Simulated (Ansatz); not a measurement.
This script makes the interaction energy of a dimer with the counterpoise correction of B2ClH3, SMILES BBCl with the Ansatz DFT code, driven from Python.

Script `dimer.py`:
```python
"""Interaction energy of two B2ClH3 molecules, with the counterpoise correction."""

import ansatz as az

BASIS = "def2-SVPD"
XC = "PBE"
DISPERSION = "d3bj"

FIRST = [
    ("B", (-0.2671, 0.0079, -0.8185)),
    ("B", (0.4023, -0.0696, 0.6549)),
    ("Cl", (-0.6322, 0.1269, 2.1745)),
    ("H", (0.4046, -0.0598, -1.8148)),
    ("H", (-1.4733, 0.2541, -0.9281)),
    ("H", (1.5657, -0.2594, 0.7321)),
]
SECOND = [
    ("B", (0.223, -0.8395, 4.8007)),
    ("B", (-1.1196, -0.3628, 5.5722)),
    ("Cl", (-1.6108, 1.4193, 5.6008)),
    ("H", (0.584, -1.9874, 4.825)),
    ("H", (0.9544, 0.0045, 4.2713)),
    ("H", (-1.7772, -1.1832, 6.1106)),
]

def energy(atoms, ghosts=()):
    molecule = az.Crystal.molecule()
    for symbol, xyz in atoms:
        molecule = molecule.atom(symbol, xyz)
    calc = (
        molecule.calculation()
        .basis(gaussian=BASIS)
        .functional(XC, dispersion=DISPERSION)
    )
    deck = calc.input()
    if ghosts:
        deck = deck.set(az.key.basis.gaussian.ghost_atoms, [{"symbol": s, "position_ang": list(xyz)} for s, xyz in ghosts])
    return az.Session.from_dict(deck).plan().execute().report["free_energy_ev"]

# ghost atoms carry the functions of the partner
both = energy(FIRST + SECOND)
alone = energy(FIRST) + energy(SECOND)
ghosted = energy(FIRST, SECOND) + energy(SECOND, FIRST)
print(f"dimer {both:.6f} eV")
print(f"interaction, uncorrected   {(both - alone):8.3f} eV")
print(f"interaction, counterpoise  {(both - ghosted):8.3f} eV")
print(f"basis-set superposition    {(alone - ghosted):8.3f} eV")
```

How large is the interaction at this pose, and how much of it is basis-set superposition?

Uncorrected it is -0.107 eV, with the counterpoise correction -0.068 eV; the difference, 0.04 eV, is the superposition error.

The output:

```console
$ python dimer.py
dimer -27821.112146 eV
interaction, uncorrected     -0.107 eV
interaction, counterpoise    -0.068 eV
basis-set superposition       0.039 eV
```

Caveats:
- Total energies depend on the basis set; only differences at equal settings carry meaning.
- The dimer is a generated trial pose of unrelaxed monomers, not a minimum, so the figure is no binding energy, and the basis set is small.
- Finished in 16 s on 1 thread of Arm Neoverse V2, with other jobs on the host, peak memory 0.3 GiB.
